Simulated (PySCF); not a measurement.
**BeCl−: bond curves at several levels of theory**

One table from this session's results is given with a row withheld; the runs are named, their logs left out.

Computed with PySCF 2.14.0. Level: Be aug-cc-pVDZ-DK, Cl aug-cc-pVDZ-DK, spin-free X2C with a Gaussian nucleus.

2 further runs of the same task are left out: 2 set aside as unsound or not needed.

Set-up of the first run:

Settings of the job:

```yaml
atoms: Be, Cl
charge: -1
basis: Be aug-cc-pVDZ-DK, Cl aug-cc-pVDZ-DK
Hamiltonian: spin-free X2C with a Gaussian nucleus
basis_functions: 50
electrons_treated: 22
masses_in_u: 9.0122, 34.9689
levels: PBE0, PBE, r²SCAN, BHandHLYP, r²SCAN0, TPSSh, HF, MP2, SCS-MP2, CCSD, CCSD(T)
grid: 80 radial by 434 angular points
occupations: held fixed by the projection of orbital angular momentum
dissociation_limit: Be + Cl−, each in its ground configuration
starting_distance_in_angstrom: 2.030
values_of_2S_to_try: 0, 2
```

Launch:

```sh
> OMP_NUM_THREADS=1 python dia.py task.json out
```

Steps of the session up to this table: The job; PBE0 along the bond; PBE; r²SCAN; BHandHLYP (global hybrid GGA); r²SCAN0; TPSSh; RHF; MP2 and coupled cluster.

One table of the session follows, with a row left open; its other results are not shown here.

It belongs to the step «Constants by level of theory». Differences from CCSD(T) in the same basis:

| level | Re (mÅ) | ωe (%) |
| --- | --- | --- |
| RHF | ? | ? |
| RHF-MP2 | -18 | +4.0 |
| RHF-SCS-MP2 | -12 | +2.6 |
| RHF-CCSD | +1 | -0.4 |
| PBE | -18 | +2.1 |
| r²SCAN | -19 | +2.9 |
| TPSSh | -9 | +1.2 |
| PBE0 | -24 | +3.8 |
| r²SCAN0 | -24 | +3.9 |
| BHandHLYP | -31 | +5.3 |

Estimate the missing values for RHF.

**Answer.** Re (mÅ): -8; ωe (%): +1.6. In the column «Re (mÅ)» it lies between TPSSh (-9) and RHF-CCSD (+1).
